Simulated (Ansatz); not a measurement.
# TiAl3Ni2: the cost of one run

Program: Ansatz 0.2.0. Level of theory: DFT PBE, scalar-relativistic, plane waves, PAW. These are calculated values, not measurements.

1 further run of the same task is left out (set aside as unsound or not needed).

### Step 1. The structure to begin with

It takes space group P4/mmm (No. 123, tetragonal). The conventional cell has a = 2.880 Å, b = 2.880 Å, c = 9.739 Å, α = 90.00°, β = 90.00°, γ = 90.00°. Ti (site symmetry 4/mmm) is surrounded by 8 Al at 2.83 Å and 4 Ti at 2.88 Å. Al (site symmetry 4mm) is surrounded by 4 Ni at 2.50 Å and 4 Ti at 2.83 Å. Al (site symmetry 4/mmm) is surrounded by 8 Ni at 2.50 Å. Ni (site symmetry 4mm) has 8 Al at 2.50 Å as nearest neighbours.

As a file:

```
CELL_PARAMETERS angstrom
2.88032 0.00000 0.00000
0.00000 2.88032 0.00000
0.00000 0.00000 9.73901
ATOMIC_POSITIONS crystal
Ti 0.00000 0.00000 0.00000
Al 0.50000 0.50000 0.79812
Al 0.50000 0.50000 0.20188
Al 0.50000 0.50000 0.50000
Ni 0.00000 0.00000 0.64856
Ni 0.00000 0.00000 0.35144
```

It is the end of an earlier relaxation with the same method, from a generated guess; it needn't be the stable form of this composition. At a tolerance of 0.05 Å it has space group P4/mmm (No. 123); it has 13.47 Å³/atom, an uncorrected energy of -0.58 eV/atom over the elements.

### Step 2. Static run: bands, density of states and charges

input.yaml reads:

```yaml
crystal:
  lattice:
    - [2.880318925, 0.0, 0.0]
    - [0.0, 2.880318925, 0.0]
    - [0.0, 0.0, 9.7390143221]
  atoms:
    - { symbol: Ti, position: [0.0, 0.0, 0.0] }
    - { symbol: Al, position: [0.5, 0.5, 0.7981181352] }
    - { symbol: Al, position: [0.5, 0.5, 0.2018818648] }
    - { symbol: Al, position: [0.5, 0.5, 0.5] }
    - { symbol: Ni, position: [0.0, 0.0, 0.648556593] }
    - { symbol: Ni, position: [0.0, 0.0, 0.351443407] }
basis:
  ecutwfc: 420
kpoints:
  mp_grid: { grid: [14, 14, 4] }
  band_path:
    path:
      - [[0.0, 0.0, 0.0], [0.0, 0.5, 0.0], [0.5, 0.5, 0.0], [0.0, 0.0, 0.0], [0.0, 0.0, 0.5], [0.0, 0.5, 0.5], [0.5, 0.5, 0.5], [0.0, 0.0, 0.5]]
      - [[0.0, 0.5, 0.0], [0.0, 0.5, 0.5]]
      - [[0.5, 0.5, 0.0], [0.5, 0.5, 0.5]]
    npoints: 14
hamiltonian:
  xc: pbe
scf:
  occupations: { method: gaussian, width: 0.1 }
  n_extra_bands: 15
output:
  forces: true
  stress: true
  eigenvalues: true
  populations: true
  dos: { projected: true, de: 0.02, nscf_kmesh: { grid: [17, 17, 5] } }
  bader: true
  write_density: true
  write_potential: true
  elf: true
  volumetric_format: npy
```

On the command line:

```bash
ansatz run input.yaml --threads 1 --pin off --max-ram 2560MiB --backend cpu --events-out ev --progress --plain --runs-dir out
```

What time and memory should one allow on 1 thread of Intel Xeon Platinum 8259CL at 2.50GHz (Skylake/Cascade Lake), shared host?

About 2.6 min, with a peak of 0.67 GiB.
